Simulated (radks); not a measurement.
**Polarisabilities and dispersion coefficients of Mg⁺, Al²⁺, Si³⁺ and others**

Aim: static dipole polarisabilities and C6 coefficients, each species in its NIST ground configuration. After each ground state the linear response is solved; its values go to the run's result record, not to the log. Response by self-consistent Sternheimer equations with the Hartree and adiabatic LDA kernel, the relativistic mass of each level held fixed and spin-orbit coupling left out.

Program: radks (a radial shooting solver on a logarithmic mesh, Libxc functionals) version 1. Level of theory: scalar-relativistic Kohn-Sham, PBE, spin-polarised, spherical densities, finite nucleus; open shells are filled with parallel spins first. These are calculated values, not measurements, unless marked.

## (1) Starting point

- species: Mg⁺ ([Ne] 3s1), Al²⁺ ([Ne] 3s1), Si³⁺ ([Ne] 3s1), P⁴⁺ ([Ne] 3s1), S⁵⁺ ([Ne] 3s1), Cl⁶⁺ ([Ne] 3s1), Ar⁷⁺ ([Ne] 3s1), K⁸⁺ ([Ne] 3s1)

## (2) Mg⁺, [Ne] 3s1

Settings of this run:

```text
Z 12
configuration [Ne] 3s1
relativity scalar-relativistic
functional pbe,pbe
spin polarised
nucleus finite rms 3.057 fm
c 137.035999084
response adiabatic LDA kernel
```

## (3) Al²⁺, [Ne] 3s1

Settings of this run:

```text
Z 13
configuration [Ne] 3s1
relativity scalar-relativistic
functional pbe,pbe
spin polarised
nucleus finite rms 3.061 fm
c 137.035999084
response adiabatic LDA kernel
```

## (4) Si³⁺, [Ne] 3s1

Settings of this run:

```text
Z 14
configuration [Ne] 3s1
relativity scalar-relativistic
functional pbe,pbe
spin polarised
nucleus finite rms 3.1224 fm
c 137.035999084
response adiabatic LDA kernel
```

## (5) P⁴⁺, [Ne] 3s1

Settings of this run:

```text
Z 15
configuration [Ne] 3s1
relativity scalar-relativistic
functional pbe,pbe
spin polarised
nucleus finite rms 3.1889 fm
c 137.035999084
response adiabatic LDA kernel
```

## (6) S⁵⁺, [Ne] 3s1

Settings of this run:

```text
Z 16
configuration [Ne] 3s1
relativity scalar-relativistic
functional pbe,pbe
spin polarised
nucleus finite rms 3.2611 fm
c 137.035999084
response adiabatic LDA kernel
```

## (7) Cl⁶⁺, [Ne] 3s1

Settings of this run:

```text
Z 17
configuration [Ne] 3s1
relativity scalar-relativistic
functional pbe,pbe
spin polarised
nucleus finite rms 3.3654 fm
c 137.035999084
response adiabatic LDA kernel
```

## (8) Ar⁷⁺, [Ne] 3s1

Settings of this run:

```text
Z 18
configuration [Ne] 3s1
relativity scalar-relativistic
functional pbe,pbe
spin polarised
nucleus finite rms 3.4274 fm
c 137.035999084
response adiabatic LDA kernel
```

## (9) K⁸⁺, [Ne] 3s1

Settings of this run:

```text
Z 19
configuration [Ne] 3s1
relativity scalar-relativistic
functional pbe,pbe
spin polarised
nucleus finite rms 3.4349 fm
c 137.035999084
response adiabatic LDA kernel
```

What does the calculation give? Wanted: for each run, species; −ε(HOMO); α; α uncoupled; C6; C8.

As calculated:

| species | −ε(HOMO) (eV) | α (bohr³) | α uncoupled (bohr³) | C6 (hartree bohr⁶) | C8 (hartree bohr⁸) |
| --- | --- | --- | --- | --- | --- |
| Mg⁺ | 11.917 | 31.14 | 36.11 | 129.9 | 4595 |
| Al²⁺ | 24.484 | 12.66 | 14.88 | 32.96 | 658.4 |
| Si³⁺ | 40.402 | 6.599 | 7.800 | 12.06 | 158.3 |
| P⁴⁺ | 59.547 | 3.932 | 4.657 | 5.383 | 50.37 |
| S⁵⁺ | 81.859 | 2.550 | 3.021 | 2.726 | 19.16 |
| Cl⁶⁺ | 107.31 | 1.754 | 2.077 | 1.508 | 8.268 |
| Ar⁷⁺ | 135.88 | 1.261 | 1.491 | 0.8920 | 3.919 |
| K⁸⁺ | 167.56 | 0.9369 | 1.107 | 0.5554 | 1.999 |

In words: Uncoupled leaves out the potential induced by the response; C6 and C8 are for like pairs. Mg⁺ is the most polarisable and K⁸⁺ the least, a factor 33.2 apart. For the pair Mg⁺–K⁸⁺ the Casimir-Polder integral gives C6 = 6.641, the rule 2·Ca·Cb/(Ca·αb/αa + Cb·αa/αb) on the like-pair values 6.451. C8 is given only where no p, d or f shell is open.
